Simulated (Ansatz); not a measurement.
# W2: the cost of one run

Computed with Ansatz 0.2.0, Gaussian basis. Level: def2-TZVPP, core rule «outside noble gas», up to 8 orbitals frozen.

To be run: UHF; ROHF; CCSD(T) on UHF.

## Step 1: What is computed

The geometry is a PBE0/def2-TZVP stationary point (not a proven minimum) of the parent state, kept for this charge and spin. No spin-orbit coupling is included. Elements past krypton take def2 core potentials.

2 atoms, charge 0, spin multiplicity 3.

Atoms are counted from 1 here; the program's logs count them from 0.

Bond lengths: W1–W2 2.146 Å.

## Step 2: UHF

File in.yaml:

```yaml
crystal:
  periodic: [false, false, false]
  atoms:
    - {symbol: W, position_ang: [0.000000, 0.000000, 0.000000]}
    - {symbol: W, position_ang: [0.000000, 0.000000, 2.146200]}
basis:
  gaussian: {orbitals: def2-TZVPP}
magnetization: {spin_polarized: true, initial_magnetization: 2}
hamiltonian: {xc: hf}
output: {orbitals: {seedname: orbitals}}
```

The run is started by

```
$ ansatz run in.yaml --threads 1 --pin off --events-out ev --progress --plain --max-ram 3968MiB --backend cpu
```

Q: Estimate wall time and peak memory on 1 thread of AMD EPYC 7R13, shared host.

About 25 s, with a peak of 0.3 GiB.
